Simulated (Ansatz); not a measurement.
# CH8BNO: the cost of one run

Method: RKS PBE-D4/def2-SVP, in Ansatz 0.2.0.

**1. The system as given**

Bond lengths: B1–C3 1.600 Å, C3–H4 1.110 Å, C3–H5 1.110 Å, C3–H6 1.110 Å, B1–O7 1.410 Å, O7–H8 1.010 Å, B1–N9 1.850 Å, N9–H10 1.060 Å, N9–H11 1.060 Å. Angles: B1–C3–H4 109.5°, B1–C3–H5 109.5°, B1–C3–H6 109.5°, H4–C3–H5 109.4°, H4–C3–H6 109.4°, H5–C3–H6 109.4°, C3–B1–O7 120.0°, C3–B1–N9 96.8°, O7–B1–N9 101.3°, B1–O7–H8 109.5°, B1–N9–H10 120.0°, B1–N9–H11 120.0°, H10–N9–H11 120.0°.

Coordinates:

```xyz
12

B     0.0000    0.0000    0.0000
H     0.0000    0.0000    1.5400
C     1.3856    0.0000   -0.8000
H     1.7152   -1.0462   -0.9702
H     1.2491    0.5080   -1.7774
H     2.1552    0.5381   -0.2082
O    -1.2211    0.0000   -0.7050
H    -1.7308   -0.8467   -0.4965
N     0.0829    1.7537    0.5833
H     0.4765    1.9752    1.5423
H    -0.2631    2.5370   -0.0414
H     0.0424    0.8968    1.5631
```

**2. Pulling towards end A**

Springs on the bonds that form and break draw the guess towards this end; the thresholds are loose.

Contents of input.yaml:

```yaml
crystal:
  periodic: [false, false, false]
  atoms:
    - { symbol: B, position_ang: [0.0, 0.0, 0.0] }
    - { symbol: H, position_ang: [0.0, 0.0, 1.54] }
    - { symbol: C, position_ang: [1.3856, 0.0, -0.8] }
    - { symbol: H, position_ang: [1.7152, -1.0462, -0.9702] }
    - { symbol: H, position_ang: [1.2491, 0.508, -1.7774] }
    - { symbol: H, position_ang: [2.1552, 0.5381, -0.2082] }
    - { symbol: O, position_ang: [-1.2211, 0.0, -0.705] }
    - { symbol: H, position_ang: [-1.7308, -0.8467, -0.4965] }
    - { symbol: "N", position_ang: [0.0829, 1.7537, 0.5833] }
    - { symbol: H, position_ang: [0.4765, 1.9752, 1.5423] }
    - { symbol: H, position_ang: [-0.2631, 2.537, -0.0414] }
    - { symbol: H, position_ang: [0.0424, 0.8968, 1.5631] }
basis:
  gaussian: { orbitals: def2-SVP }
hamiltonian:
  xc: pbe
  dispersion: d4
relax:
  f_tol: 0.15
  max_steps: 25
  restrain:
    - { distance: [0, 8], at: 2.75, k: 30.0 }
    - { distance: [11, 1], at: 1.86, k: 30.0 }
    - { distance: [0, 1], at: 1.19, k: 30.0 }
    - { distance: [11, 8], at: 1.06, k: 30.0 }
```

Command:

```bash
> ansatz run input.yaml --threads 2 --pin off --max-ram 3072MiB --backend cpu --events-out ev --progress --plain --runs-dir out
```

Q: Estimate wall time and peak memory on 2 threads of Arm Neoverse V2, shared host.

About 19 s, with a peak of 0.14 GiB.
